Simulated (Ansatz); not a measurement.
# BF4 + FH: molecular dynamics

Purpose: to follow the two partners and see whether they stay together, part or react. The start is relaxed first. Runs: 300 steps of 1 fs under a Nosé-Hoover thermostat at 500 K. SMILES of the start: F[B-](F)(F)F.F.

Method: RHF/def2-SVP, in Ansatz 0.2.0.

### 1 The system as given

Bond lengths: F1–B2 1.396 Å, B2–F3 1.382 Å, B2–F4 1.381 Å, B2–F5 1.399 Å, F6–H7 0.945 Å. Angles: F1–B2–F3 110.1°, F1–B2–F4 110.0°, F1–B2–F5 106.3°, F3–B2–F4 110.4°, F3–B2–F5 110.3°, F4–B2–F5 109.7°.

Structure file:

```xyz
7

F     1.0723    0.2844   -0.0081
B     0.0010   -0.0390   -0.8421
F    -0.1051    0.8897   -1.8598
F     0.1741   -1.3069   -1.3620
F    -1.1439   -0.0113   -0.0388
F     0.0028    0.0876    2.5280
H    -0.0011    0.0954    1.5828
```

### 2 Relaxing the start

The input, input.yaml:

```yaml
crystal:
  periodic: [false, false, false]
  atoms:
    - { symbol: F, position_ang: [1.0723, 0.2844, -0.0081] }
    - { symbol: B, position_ang: [0.001, -0.039, -0.8421] }
    - { symbol: F, position_ang: [-0.1051, 0.8897, -1.8598] }
    - { symbol: F, position_ang: [0.1741, -1.3069, -1.362] }
    - { symbol: F, position_ang: [-1.1439, -0.0113, -0.0388] }
    - { symbol: F, position_ang: [0.0028, 0.0876, 2.528] }
    - { symbol: H, position_ang: [-0.0011, 0.0954, 1.5828] }
total_charge: -1
basis:
  gaussian: { orbitals: def2-SVP }
hamiltonian:
  xc: hf
relax:
  f_tol: 0.02
  max_steps: 40
scf:
  lower_state_search: "off"
```

Started as:

```console
$ ansatz run input.yaml --threads 1 --pin off --max-ram 2048MiB --backend cpu --events-out ev --progress --plain --runs-dir out
```

The runs that follow: Dynamics.

Before running it: what results should come out? Wanted: relaxation of the start; temperature, first and last step; temperature, second half; potential energy, second half; largest change of the conserved energy; bonds formed or broken.

**Answer**, as computed:

| quantity | value |
| --- | --- |
| relaxation of the start | 9 moves, 0.108 eV lower |
| length | 300 steps of 1 fs |
| temperature, first and last step | 500 and 683 K |
| temperature, second half | mean 458 K, from 96 to 914 K |
| potential energy, second half | +49 meV/atom from the start |
| largest change of the conserved energy | 9.12 meV/atom |
| bonds formed or broken | 0 |

Against a set 500 K the second half averages 458 K with a spread of 168 K. The conserved energy strays from its start by at most 9.12 meV/atom, 26 % of the mean kinetic energy, which is poor: the step of 1 fs is too long for the fastest motion. The bonds all hold. The partners' closest contact goes from 1.65 to 1.54 Å: they stay in touch over this short run. 300 fs on 7 atoms is far too short and small for converged averages. The nuclei move classically, without zero-point motion, which matters most for hydrogen.
